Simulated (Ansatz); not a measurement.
# C2H4AlN: the cost of one run

Method: unrestricted cation, the program's frozen cores in correlated methods; program: Ansatz 0.2.0, Gaussian basis.

Plan: UKS PBE-D4/def2-TZVPP; UKS r2SCAN-D4/def2-TZVPP; UKS PBE0-D4/def2-TZVPP; UKS B3LYP-D4/def2-TZVPP; UKS wB97X-V/def2-TZVPP; UKS wB97M-V/def2-TZVPP; UKS B2PLYP/def2-TZVPP; UHF-MP2/def2-TZVPP; UHF-MP2/def2-QZVPP; then −ε(HOMO) from the neutral's earlier runs with LDA (SPW92), PBE-D4, revPBE-D4, BLYP-D4, r2SCAN-D4, B97M-V, PBE0-D4, B3LYP-D4, r2SCANh-D4, r2SCAN0-D4, HSE06-D4, BHLYP-D4, CAM-B3LYP-D4, LC-ωPBE, ωB97X-V, ωB97M-V.

1 further run of the same task is left out (it didn't finish).

## 1. Structure used throughout

An earlier PBE0-D4 in a triple-zeta def2 set relaxation fixed the geometry.

SMILES `[CH]1=N[CH2][AlH]1`, 8 atoms, charge 0, spin multiplicity 1.

Atoms are counted from 1 here; the program's logs count them from 0.

Bond lengths: C1–N2 1.282 Å, C1–Al4 1.954 Å, C1–H5 1.091 Å, N2–C3 1.485 Å, C3–Al4 1.971 Å, C3–H6 1.093 Å, C3–H7 1.093 Å, Al4–H8 1.598 Å. Angles: N2–C1–Al4 91.8°, N2–C1–H5 118.2°, Al4–C1–H5 150.0°, C1–N2–C3 111.4°, N2–C3–Al4 85.4°, N2–C3–H6 110.1°, N2–C3–H7 109.7°, Al4–C3–H6 121.4°, Al4–C3–H7 120.7°, H6–C3–H7 106.7°, C1–Al4–C3 71.3°, C1–Al4–H8 143.1°, C3–Al4–H8 145.4°.

## 2. Cation, UKS PBE-D4/def2-TZVPP

Contents of in.yaml:

```yaml
crystal:
  periodic: [false, false, false]
  atoms:
    - {symbol: C, position_ang: [-1.088633, 0.542326, -0.547326]}
    - {symbol: N, position_ang: [-0.087335, 1.170711, -0.051620]}
    - {symbol: C, position_ang: [0.959130, 0.232547, 0.427940]}
    - {symbol: Al, position_ang: [-0.283312, -1.190065, -0.136162]}
    - {symbol: H, position_ang: [-1.920589, 1.127463, -0.941498]}
    - {symbol: H, position_ang: [1.172666, 0.416270, 1.484012]}
    - {symbol: H, position_ang: [1.890337, 0.408336, -0.116574]}
    - {symbol: H, position_ang: [-0.550064, -2.764688, -0.174571]}
basis:
  gaussian: {orbitals: def2-TZVPP}
total_charge: 1
magnetization: {spin_polarized: true, initial_magnetization: 1}
hamiltonian: {xc: pbe, dispersion: d4}
```

Launch:

```bash
ansatz run in.yaml --threads 2 --pin off --events-out ev --progress --plain --max-ram 4352MiB
```

What time and memory should one allow on 2 threads of Arm Neoverse V1, shared host?

About 4.5 s, with a peak of 0.36 GiB.
